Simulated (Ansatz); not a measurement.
# C2H4BrSi radical: one species, many methods

Aim: compute C2H4BrSi radical with functionals from several rungs and with coupled cluster. The yardstick is the atomisation energy at the CCSD(T) limit.

Program: Ansatz 0.2.0, Gaussian basis. Level of theory: functionals in def2-TZVPP, the program's frozen cores in correlated methods. These are calculated values, not measurements.

Plan: LDA (SPW92), PBE-D4, revPBE-D4, BLYP-D4, r2SCAN-D4, B97M-V, PBE0-D4, B3LYP-D4, r2SCANh-D4, r2SCAN0-D4, HSE06-D4, BHLYP-D4, CAM-B3LYP-D4, LC-ωPBE, ωB97X-V, ωB97M-V, B2PLYP, PBE-QIDH; CCSD(T)/def2-SVP; CCSD(T)/def2-TZVPP; MP2/def2-QZVPP; extrapolation to the limit; RPA on PBE.

**1. Structure used throughout**

The geometry comes from an earlier relaxation with PBE0-D4 in a triple-zeta def2 set; it is a stationary point, not always the lowest conformer.

SMILES `C=C[SiH]Br`, 8 atoms, charge 0, spin multiplicity 2.

Atoms are counted from 1 here; the program's logs count them from 0.

Bond lengths: C1–C2 1.335 Å, C1–H5 1.086 Å, C1–H6 1.086 Å, C2–Si3 1.839 Å, C2–H7 1.090 Å, Si3–Br4 2.222 Å, Si3–H8 1.488 Å. Angles: C2–C1–H5 121.6°, C2–C1–H6 121.8°, H5–C1–H6 116.6°, C1–C2–Si3 125.5°, C1–C2–H7 118.7°, Si3–C2–H7 115.7°, C2–Si3–Br4 111.5°, C2–Si3–H8 112.3°, Br4–Si3–H8 108.9°.

**2. LDA**

This LDA is Slater exchange with PW92 correlation.

in.yaml reads:

```yaml
crystal:
  periodic: [false, false, false]
  atoms:
    - {symbol: C, position_ang: [-0.125228, 1.320659, -0.144053]}
    - {symbol: C, position_ang: [0.423065, 0.276767, 0.481360]}
    - {symbol: Si, position_ang: [0.434815, -1.453723, -0.140569]}
    - {symbol: Br, position_ang: [-1.039307, -1.740299, -1.778355]}
    - {symbol: H, position_ang: [-0.673674, 1.203902, -1.073652]}
    - {symbol: H, position_ang: [-0.055482, 2.327600, 0.255854]}
    - {symbol: H, position_ang: [0.970867, 0.450385, 1.407595]}
    - {symbol: H, position_ang: [0.157243, -2.442492, 0.936020]}
basis:
  gaussian: {orbitals: def2-TZVPP}
magnetization: {spin_polarized: true, initial_magnetization: 1}
hamiltonian: {xc: lda}
output: {orbitals: {seedname: orbitals}}
```

On the command line:

```
ansatz run in.yaml --threads 4 --pin off --events-out ev --progress --plain --max-ram 10444MiB
```

The runs that follow: PBE-D4 (GGA); revPBE-D4 (GGA); BLYP-D4 (GGA); r2SCAN-D4 (meta-GGA); B97M-V (meta-GGA); PBE0-D4 (hybrid); B3LYP-D4 (hybrid); r2SCANh-D4 (hybrid); r2SCAN0-D4 (hybrid); HSE06-D4 (hybrid); BHLYP-D4 (hybrid); CAM-B3LYP-D4 (range-separated); LC-ωPBE (range-separated); ωB97X-V (range-separated); ωB97M-V (range-separated); B2PLYP (double hybrid); PBE-QIDH (double hybrid); CCSD(T) in def2-SVP; CCSD(T) in def2-TZVPP; MP2 in def2-QZVPP; RPA on PBE orbitals.

**Question.** What will the summary of the whole plan be? Wanted: atomisation energy, CCSD(T)/CBS; farthest beyond LDA; mean size of error, GGA; mean size of error, meta-GGA; mean size of error, hybrid; mean size of error, range-separated; mean size of error, double hybrid; gap, smallest and largest; T1 diagnostic.

As calculated:

| quantity | value |
| --- | --- |
| atomisation energy, CCSD(T)/CBS | 682.6 kcal/mol |
| functionals within 6.8 kcal/mol (1.0 %) | revPBE-D4, BLYP-D4, B97M-V, PBE0-D4, B3LYP-D4, r2SCANh-D4, r2SCAN0-D4, HSE06-D4, CAM-B3LYP-D4, LC-ωPBE, ωB97X-V, ωB97M-V, PBE-QIDH |
| farthest beyond LDA | PBE-D4 (+16.2 kcal/mol) |
| mean size of error, GGA | 6.1 kcal/mol |
| mean size of error, meta-GGA | 5.3 kcal/mol |
| mean size of error, hybrid | 5.7 kcal/mol |
| mean size of error, range-separated | 1.5 kcal/mol |
| mean size of error, double hybrid | 4.4 kcal/mol |
| gap, smallest and largest | 0.97 eV (LDA (SPW92)), 8.14 eV (LC-ωPBE) |
| T1 diagnostic | 0.0229 |
| triples share of the correlation energy | 4.0 % |

In words: The LDA atomisation energy is off by 94.9 kcal/mol (14 %): it overbinds. PBE-D4 is off by +16.2 kcal/mol. Double hybrids carry the basis error of their MP2 part in triple zeta, and no dispersion term here, so their miss is partly the set-up's. The rungs range-separated, double hybrid, meta-GGA, hybrid, GGA miss on average by less than the doubt on the reference (6.8 kcal/mol), so they tie. Misses under about 6.8 kcal/mol are within the doubt on the reference itself, which lacks core-valence correlation, relativity and higher excitations, and its outer-core shells are covered unevenly. All levels share the lack of spin-orbit coupling, which lowers the free heavy atoms and so the true binding. Hartree-Fock recovers 75 % of the binding; the rest is correlation. CCSD(T) in def2-SVP is off by -38.3 kcal/mol, which most functionals beat. Orbital gaps span 1.0 to 8.1 eV; exact exchange widens them. The UHF reference is spin-contaminated (⟨S²⟩ = 0.88 against 0.75). Correlated methods include outer-core shells of Br, which these sets cover unevenly.
